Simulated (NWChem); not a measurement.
# CH6BFO2Si, step by step

We compute the energy (singlet CH6BFO2Si, r2SCAN/3-21G), then the energy (singlet CH5FSi, r2SCAN/3-21G), then a single-point energy (singlet BHO2, r2SCAN/3-21G), then the energy (singlet CH5FSi, r2SCAN/3-21G), then a single-point energy (singlet BHO2, r2SCAN/3-21G) of CH6BFO2Si and its partners. 

The calculation is run with NWChem 7.3.0.

### Step 1. The molecule

CH6BFO2Si: 12 atoms, total charge 0, spin state singlet.

Bond lengths: C1–Si2 1.853 Å, Si2–F3 1.604 Å, O9–B10 1.210 Å, B10–O11 1.322 Å, C1–H4 1.092 Å, C1–H5 1.094 Å, C1–H6 1.092 Å, Si2–H7 1.485 Å, Si2–H8 1.485 Å, O11–H12 0.960 Å. Some angles: C1–Si2–F3 109.4°, O9–B10–O11 177.5°, C1–Si2–H7 111.5°, C1–Si2–H8 111.5°, F3–Si2–H7 107.3°, F3–Si2–H8 107.3°, Si2–C1–H4 111.0°, Si2–C1–H5 110.1°, Si2–C1–H6 111.1°, B10–O11–H12 117.0°.

### Step 2. A single-point energy at r2SCAN/3-21G (pair key ffdeff8a9d, separation 0.9) (run 1)

File ch6bfo2si.nw:

```
start ch6bfo2si
memory 2200 mb

geometry units angstrom noautosym nocenter noautoz
C     -0.532920     0.707460    -0.430010
Si     0.436880    -0.634840     0.402190
F      1.934980    -0.642440    -0.171810
H     -0.573920     0.549660    -1.510110
H     -1.558220     0.720360    -0.049510
H     -0.088720     1.687460    -0.241410
H      0.527170    -0.413640     1.867690
H     -0.145220    -1.974040     0.132990
O      0.546330     2.294640    -4.466260
B      0.853930     1.263130    -3.912510
O      1.181150     0.109240    -3.357080
H      1.423320     0.125630    -2.428130
end

basis spherical bse
* library 3-21G
end

dft
xc r2scan
grid fine
convergence energy 1e-08
iterations 100
mulliken
noprint "final vectors analysis"
end

task dft
```

The run is started by

```bash
$ nwchem ch6bfo2si.nw > ch6bfo2si.out
```

Output:

```text
Northwest Computational Chemistry Package (NWChem) 7.3.0
             --------------------------------------------------------

           Job information
           ---------------

    nwchem branch   = 7.3.0
    use scalapack   = T
    input           = ch6bfo2si.nw
    prefix          = ch6bfo2si.
    data base       = ./ch6bfo2si.db
    status          = startup
    nproc           =        1

           Memory information
           ------------------

    heap     =     72089598 doubles =      550.0 Mbytes
    stack    =     72089595 doubles =      550.0 Mbytes
    global   =    144179200 doubles =     1100.0 Mbytes (distinct from heap & stack)
    total    =    288358393 doubles =     2200.0 Mbytes
    verify   = yes
    hardfail = no

[... 37 lines left out ...]
            Nuclear Dipole moment (a.u.)
[... 107 lines left out ...]
          Convergence on energy requested:  1.00D-08
[... 24 lines left out ...]
          Spatial weights used:  Erf1
[... 4 lines left out ...]
          total energy or number of iterations.
[... 28 lines left out ...]
 2-e energy   =     487.252830
[... 65 lines left out ...]
      One electron energy =    -1355.855473823459
[... 2 lines left out ...]
 Nuclear repulsion energy =      263.767599397144
[... 29 lines left out ...]
 center of mass
 --------------
 x =   1.38556411 y =   0.55246419 z =  -2.93244429

 moments of inertia (a.u.)
 ------------------
        1973.183084353800          94.332768495166          58.982731471478
          94.332768495166        1745.982404389467         666.081684275438
          58.982731471478         666.081684275438         670.409781309980

     Multipole analysis of the density
     ---------------------------------

     L   x y z        total         alpha         beta         nuclear
     -   - - -        -----         -----         ----         -------
     0   0 0 0     -0.000000    -28.000000    -28.000000     56.000000

     1   1 0 0     -0.308723    -36.066261    -36.066261     71.823798
[... 8 lines of this table left out ...]
     2   0 0 2    -46.443295   -633.268409   -633.268409   1220.093523

 Task  times  cpu:       16.4s     wall:       16.4s
 Total times  cpu:       16.5s     wall:       16.5s
```

Wall time 17 s (1 thread of AMD EPYC 7R43 (Zen 3), shared host); peak memory 0.12 GiB.

### Step 3. CH5FSi: a single-point energy at r2SCAN/3-21G (pair key ffdeff8a9d, separation 0.9) (run 2)

File ch5fsi.nw:

```
start ch5fsi
memory stack 880 mb heap 220 mb global 1100 mb
charge 0

geometry units au noautosym nocenter noautoz
  C   -1.00707285   1.33690564  -0.81260113
  Si   0.82558355  -1.19967373   0.76002895
  F    3.65658226  -1.21403565  -0.32467385
  H   -1.08455162   1.03870686  -2.85369432
  H   -2.94460904   1.36128311  -0.09356034
  H   -0.16765650   3.18883725  -0.45619878
  H    0.99620692  -0.78166631   3.52942259
  H   -0.27442603  -3.73039496   0.25131468
end

basis spherical bse
  * library 3-21G
end

dft
  xc r2scan
  grid fine
  convergence energy 1e-08
  iterations 100
  mulliken
  noprint "final vectors analysis"
end

task dft energy
```

The run is started by

```bash
$ nwchem ch5fsi.nw > ch5fsi.out
```

Output:

```text
Northwest Computational Chemistry Package (NWChem) 7.3.0
             --------------------------------------------------------

           Job information
           ---------------

    nwchem branch   = 7.3.0
    use scalapack   = T
    input           = ch5fsi.nw
    prefix          = ch5fsi.
    data base       = ./ch5fsi.db
    status          = startup
    nproc           =        1

           Memory information
           ------------------

    heap     =     28835834 doubles =      220.0 Mbytes
    stack    =    115343359 doubles =      880.0 Mbytes
    global   =    144179200 doubles =     1100.0 Mbytes (distinct from heap & stack)
    total    =    288358393 doubles =     2200.0 Mbytes
    verify   = yes
    hardfail = no

[... 32 lines left out ...]
            Nuclear Dipole moment (a.u.)
[... 103 lines left out ...]
          Convergence on energy requested:  1.00D-08
[... 22 lines left out ...]
          Spatial weights used:  Erf1
[... 4 lines left out ...]
          total energy or number of iterations.
[... 28 lines left out ...]
 2-e energy   =     277.404785
[... 41 lines left out ...]
      One electron energy =     -822.600942074721
[... 2 lines left out ...]
 Nuclear repulsion energy =      115.959115549817
[... 29 lines left out ...]
 center of mass
 --------------
 x =   1.20253157 y =  -0.61704600 z =   0.08941755

 moments of inertia (a.u.)
 ------------------
         139.803793983827          86.170858325671          -4.884623657078
          86.170858325671         250.336490670658          35.832039375877
          -4.884623657078          35.832039375877         296.901843919410

     Multipole analysis of the density
     ---------------------------------

     L   x y z        total         alpha         beta         nuclear
     -   - - -        -----         -----         ----         -------
     0   0 0 0     -0.000000    -17.000000    -17.000000     34.000000

     1   1 0 0     -0.656476    -17.803206    -17.803206     34.949937
[... 8 lines of this table left out ...]
     2   0 0 2    -19.686475    -26.782279    -26.782279     33.878083

 Task  times  cpu:        6.4s     wall:        6.4s
 Total times  cpu:        6.5s     wall:        6.5s
```

It took 7.2 s on 1 thread of AMD EPYC 7R43 (Zen 3), shared host; peak memory 0.11 GiB.

### Step 4. BHO2: a single-point energy at r2SCAN/3-21G (pair key ffdeff8a9d, separation 0.9) (run 3)

File sp.nw:

```
start sp
memory 2200 mb

geometry noautosym nocenter noautoz
   O     0.546330    2.294640   -4.466260
   B     0.853930    1.263130   -3.912510
   O     1.181150    0.109240   -3.357080
   H     1.423320    0.125630   -2.428130
end

basis spherical bse
   * library 3-21G
end

dft
   xc r2scan
   grid fine
   convergence energy 1e-08
   maxiter 100
   mulliken
   print low
end

task dft energy
```

The run is started by

```bash
$ nwchem sp.nw > sp.out
```

Output:

```text
Northwest Computational Chemistry Package (NWChem) 7.3.0
             --------------------------------------------------------

           Job information
           ---------------

    nwchem branch   = 7.3.0
    use scalapack   = T
    input           = sp.nw
    prefix          = sp.
    data base       = ./sp.db
    status          = startup
    nproc           =        1

           Memory information
           ------------------

    heap     =     72089596 doubles =      550.0 Mbytes
    stack    =     72089601 doubles =      550.0 Mbytes
    global   =    144179200 doubles =     1100.0 Mbytes (distinct from heap & stack)
    total    =    288358397 doubles =     2200.0 Mbytes
    verify   = yes
    hardfail = no

[... 33 lines left out ...]
            Nuclear Dipole moment (a.u.)
[... 77 lines left out ...]
   convergence    iter        energy       DeltaE   RMS-Dens  Diis-err    time
[... 11 lines left out ...]
         Total DFT energy =     -174.909954961699
      One electron energy =     -346.435416587675
           Coulomb energy =      139.018953014350
    Exchange-Corr. energy =      -21.498959410550
 Nuclear repulsion energy =       54.005468022176
[... 3 lines left out ...]
     Total iterative time =      1.4s

     ---------------------------------------------
      Total Density - Mulliken Population Analysis
     ---------------------------------------------

    Atom       Charge   Shell Charges
 -----------   ------   -------------------------------------------------------
    1 O    8     8.39   1.99  0.45  2.09  1.45  2.42
    2 B    5     4.45   1.99  0.38  1.33  0.17  0.58
    3 O    8     8.59   1.98  0.43  2.16  1.44  2.58
    4 H    1     0.57   0.42  0.16

     -------------------------------------------
      Total Density - Lowdin Population Analysis
     -------------------------------------------

    Atom       Charge   Shell Charges
 -----------   ------   -------------------------------------------------------
    1 O    8     8.11   1.98  0.59  2.05  1.01  2.49
    2 B    5     4.98   1.97  0.42  1.31  0.32  0.97
    3 O    8     8.21   1.98  0.56  2.12  0.96  2.60
    4 H    1     0.69   0.42  0.27

 Task  times  cpu:        1.4s     wall:        1.4s
 Total times  cpu:        1.5s     wall:        1.5s
```

Run time: 2.2 s. Hardware: 1 thread of AMD EPYC 7R43 (Zen 3), shared host; peak memory 0.11 GiB.

### Step 5. CH5FSi among ghost functions: a single-point energy at r2SCAN/3-21G (pair key ffdeff8a9d, separation 0.9, with ghost functions) (run 4)

File input.nw:

```
start input
title "CH5FSi"
memory stack 880 mb heap 220 mb global 1100 mb
geometry units angstrom noautosym nocenter noautoz
 C       -0.532920       0.707460      -0.430010
 Si       0.436880      -0.634840       0.402190
 F        1.934980      -0.642440      -0.171810
 H       -0.573920       0.549660      -1.510110
 H       -1.558220       0.720360      -0.049510
 H       -0.088720       1.687460      -0.241410
 H        0.527170      -0.413640       1.867690
 H       -0.145220      -1.974040       0.132990
 bqO      0.546330     2.294640    -4.466260
 bqB      0.853930     1.263130    -3.912510
 bqO      1.181150     0.109240    -3.357080
 bqH      1.423320     0.125630    -2.428130
end
basis spherical bse
 C library 3-21G
 Si library 3-21G
 F library 3-21G
 H library 3-21G
 bqO library O 3-21G
 bqB library B 3-21G
 bqH library H 3-21G
end
dft
 xc r2scan
 grid fine
 convergence energy 1e-08
 maxiter 100
 mulliken
 noprint "final vectors analysis"
end
task dft energy
```

The run is started by

```bash
$ nwchem input.nw > input.out
```

Output:

```text
Northwest Computational Chemistry Package (NWChem) 7.3.0
             --------------------------------------------------------

           Job information
           ---------------

    nwchem branch   = 7.3.0
    use scalapack   = T
    input           = input.nw
    prefix          = input.
    data base       = ./input.db
    status          = startup
    nproc           =        1

           Memory information
           ------------------

    heap     =     28835834 doubles =      220.0 Mbytes
    stack    =    115343359 doubles =      880.0 Mbytes
    global   =    144179200 doubles =     1100.0 Mbytes (distinct from heap & stack)
    total    =    288358393 doubles =     2200.0 Mbytes
    verify   = yes
    hardfail = no

[... 38 lines left out ...]
            Nuclear Dipole moment (a.u.)
[... 143 lines left out ...]
          Convergence on energy requested:  1.00D-08
[... 25 lines left out ...]
          Spatial weights used:  Erf1
[... 4 lines left out ...]
          total energy or number of iterations.
[... 28 lines left out ...]
 2-e energy   =     277.404792
[... 62 lines left out ...]
      One electron energy =     -822.564516897919
[... 2 lines left out ...]
 Nuclear repulsion energy =      115.959123969436
[... 29 lines left out ...]
 center of mass
 --------------
 x =   1.20253148 y =  -0.61704596 z =   0.08941754

 moments of inertia (a.u.)
 ------------------
         139.803774066821          86.170845949006          -4.884623166358
          86.170845949006         250.336454045329          35.832034397569
          -4.884623166358          35.832034397569         296.901800978736

     Multipole analysis of the density
     ---------------------------------

     L   x y z        total         alpha         beta         nuclear
     -   - - -        -----         -----         ----         -------
     0   0 0 0      0.000000    -17.000000    -17.000000     34.000000

     1   1 0 0     -0.674668    -17.812301    -17.812301     34.949934
[... 8 lines of this table left out ...]
     2   0 0 2    -19.820359    -26.849218    -26.849218     33.878078

 Task  times  cpu:       15.0s     wall:       15.0s
 Total times  cpu:       15.1s     wall:       15.1s
```

Run time: 16 s. Hardware: 1 thread of AMD EPYC 7R43 (Zen 3), shared host; peak memory 0.12 GiB.

### Step 6. BHO2 among ghost functions: a single-point energy at r2SCAN/3-21G (pair key ffdeff8a9d, separation 0.9, with ghost functions) (run 5)

File geom.nw:

```
start geom
title "BHO2"
memory 2200 mb

geometry units angstrom noautosym nocenter noautoz
 O     0.546330    2.294640   -4.466260
 B     0.853930    1.263130   -3.912510
 O     1.181150    0.109240   -3.357080
 H     1.423320    0.125630   -2.428130
 bqC     -0.532920     0.707460    -0.430010
 bqSi     0.436880    -0.634840     0.402190
 bqF      1.934980    -0.642440    -0.171810
 bqH     -0.573920     0.549660    -1.510110
 bqH     -1.558220     0.720360    -0.049510
 bqH     -0.088720     1.687460    -0.241410
 bqH      0.527170    -0.413640     1.867690
 bqH     -0.145220    -1.974040     0.132990
end

basis spherical bse
 O library 3-21G
 B library 3-21G
 H library 3-21G
 bqC library C 3-21G
 bqSi library Si 3-21G
 bqF library F 3-21G
 bqH library H 3-21G
end

dft
 xc r2scan
 grid fine
 convergence energy 1e-08
 iterations 100
 mulliken
 print low
end

task dft energy
```

The run is started by

```bash
$ nwchem geom.nw > geom.out
```

Output:

```text
Northwest Computational Chemistry Package (NWChem) 7.3.0
             --------------------------------------------------------

           Job information
           ---------------

    nwchem branch   = 7.3.0
    use scalapack   = T
    input           = geom.nw
    prefix          = geom.
    data base       = ./geom.db
    status          = startup
    nproc           =        1

           Memory information
           ------------------

    heap     =     72089596 doubles =      550.0 Mbytes
    stack    =     72089601 doubles =      550.0 Mbytes
    global   =    144179200 doubles =     1100.0 Mbytes (distinct from heap & stack)
    total    =    288358397 doubles =     2200.0 Mbytes
    verify   = yes
    hardfail = no

[... 37 lines left out ...]
            Nuclear Dipole moment (a.u.)
[... 287 lines left out ...]
   convergence    iter        energy       DeltaE   RMS-Dens  Diis-err    time
[... 11 lines left out ...]
         Total DFT energy =     -174.912867724239
      One electron energy =     -346.403933598106
           Coulomb energy =      138.980354101421
    Exchange-Corr. energy =      -21.494756249730
 Nuclear repulsion energy =       54.005468022176
[... 9 lines left out ...]
    Atom       Charge   Shell Charges
 -----------   ------   -------------------------------------------------------
    1 O    8     8.38   1.99  0.45  2.09  1.45  2.42
    2 B    5     4.44   1.99  0.38  1.33  0.17  0.57
    3 O    8     8.60   1.98  0.43  2.16  1.44  2.59
[... 8 lines of this table left out ...]
   12 X    0    -0.00   0.00 -0.00

     -------------------------------------------
      Total Density - Lowdin Population Analysis
     -------------------------------------------

    Atom       Charge   Shell Charges
 -----------   ------   -------------------------------------------------------
    1 O    8     8.11   1.98  0.59  2.05  1.01  2.49
    2 B    5     4.98   1.97  0.42  1.31  0.32  0.97
    3 O    8     8.21   1.98  0.56  2.12  0.95  2.60
[... 8 lines of this table left out ...]
   12 X    0     0.00   0.00  0.00

 Task  times  cpu:       10.9s     wall:       10.9s
 Total times  cpu:       11.0s     wall:       11.0s
```

Wall time 12 s (1 thread of AMD EPYC 7R43 (Zen 3), shared host); peak memory 0.12 GiB.

### Step 7. Outcome

| quantity | value |
| --- | --- |
| run 1, r2SCAN/3-21G: total energy | -603.00104 Eh |
| run 1, r2SCAN/3-21G: dipole moment | 3.83 D |
| CH5FSi: total energy | -428.08185 Eh |
| CH5FSi: dipole moment | 1.78 D |
| BHO2: total energy | -174.90995 Eh |
| CH5FSi among ghost functions: total energy | -428.08459 Eh |
| CH5FSi among ghost functions: dipole moment | 1.82 D |
| BHO2 among ghost functions: total energy | -174.91287 Eh |
| interaction energy of the rigid parts CH5FSi and BHO2 (parts in their own basis) | -0.251 eV |
| interaction energy of the rigid parts CH5FSi and BHO2 (parts in the whole basis, counterpoise) | -0.097 eV |

In words: The interaction energy of the rigid parts CH5FSi and BHO2 (parts in their own basis) is −0.25 eV (−5.8 kcal/mol): the parts attract. The interaction energy of the rigid parts CH5FSi and BHO2 (parts in the whole basis, counterpoise) is −0.10 eV (−9.4 kJ/mol): the parts attract. The basis-set superposition error is 14.8 kJ/mol. Mulliken charges (BHO2) run from -0.59 on O3 to +0.55 on B2.
